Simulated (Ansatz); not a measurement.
# C2H11BSi2: the cost of one run

All numbers below are computed with Ansatz 0.2.0 (RKS PBE-D4/STO-3G).

**1. The starting structure**

Bond lengths (14 of 15 bonds, heavy atoms first): B1–Si2 1.887 Å, Si2–C3 1.868 Å, C3–C4 1.500 Å, C4–Si5 1.874 Å, B1–H6 1.223 Å, B1–H7 1.193 Å, Si2–H8 1.477 Å, Si2–H9 1.506 Å, C3–H10 1.086 Å, C3–H11 1.149 Å, C4–H12 1.150 Å, C4–H13 1.061 Å, Si5–H14 1.460 Å, Si5–H15 1.468 Å. Angles (14 of 27 angles, heavy atoms first): B1–Si2–C3 110.2°, Si2–C3–C4 117.4°, C3–C4–Si5 113.6°, B1–Si2–H8 108.6°, B1–Si2–H9 110.9°, C3–Si2–H8 107.7°, C3–Si2–H9 109.4°, Si2–B1–H6 121.1°, Si2–B1–H7 121.6°, Si2–C3–H10 108.9°, Si2–C3–H11 108.3°, C4–C3–H10 108.9°, C4–C3–H11 106.6°, C3–C4–H12 107.9°.

Coordinates:

```xyz
16

B    -1.5829   -1.3921   -1.5282
Si   -0.0984   -1.5852   -0.3792
C     1.0224   -0.0965   -0.5161
C     0.4593    1.2305   -0.1024
Si    0.1704    1.3788    1.7428
H    -2.7200   -1.3197   -1.0838
H    -1.4476   -1.1889   -2.6960
H     0.6754   -2.7698   -0.8033
H    -0.5425   -1.7467    1.0503
H     1.3852   -0.0210   -1.5370
H     1.9472   -0.2799    0.1408
H    -0.5810    1.3384   -0.5814
H     0.9806    2.0877   -0.4461
H     1.4382    1.1975    2.4437
H    -0.3367    2.7168    2.0730
H    -0.7924    0.4274    2.2672
```

**2. Relaxing the start**

input.yaml

```yaml
crystal:
  periodic: [false, false, false]
  atoms:
    - { symbol: B, position_ang: [-1.5829, -1.3921, -1.5282] }
    - { symbol: Si, position_ang: [-0.0984, -1.5852, -0.3792] }
    - { symbol: C, position_ang: [1.0224, -0.0965, -0.5161] }
    - { symbol: C, position_ang: [0.4593, 1.2305, -0.1024] }
    - { symbol: Si, position_ang: [0.1704, 1.3788, 1.7428] }
    - { symbol: H, position_ang: [-2.72, -1.3197, -1.0838] }
    - { symbol: H, position_ang: [-1.4476, -1.1889, -2.696] }
    - { symbol: H, position_ang: [0.6754, -2.7698, -0.8033] }
    - { symbol: H, position_ang: [-0.5425, -1.7467, 1.0503] }
    - { symbol: H, position_ang: [1.3852, -0.021, -1.537] }
    - { symbol: H, position_ang: [1.9472, -0.2799, 0.1408] }
    - { symbol: H, position_ang: [-0.581, 1.3384, -0.5814] }
    - { symbol: H, position_ang: [0.9806, 2.0877, -0.4461] }
    - { symbol: H, position_ang: [1.4382, 1.1975, 2.4437] }
    - { symbol: H, position_ang: [-0.3367, 2.7168, 2.073] }
    - { symbol: H, position_ang: [-0.7924, 0.4274, 2.2672] }
basis:
  gaussian: { orbitals: STO-3G }
hamiltonian:
  xc: pbe
  dispersion: d4
relax:
  f_tol: 0.02
  max_steps: 40
scf:
  lower_state_search: "off"
output:
  orbitals: {}
```

Launch:

```console
ansatz run input.yaml --threads 1 --pin off --max-ram 2048MiB --backend cpu --events-out ev --progress --plain --runs-dir out
```

Q: Estimate wall time and peak memory on 1 thread of Arm Neoverse V2, shared host.

About 83 s, with a peak of 0.12 GiB.
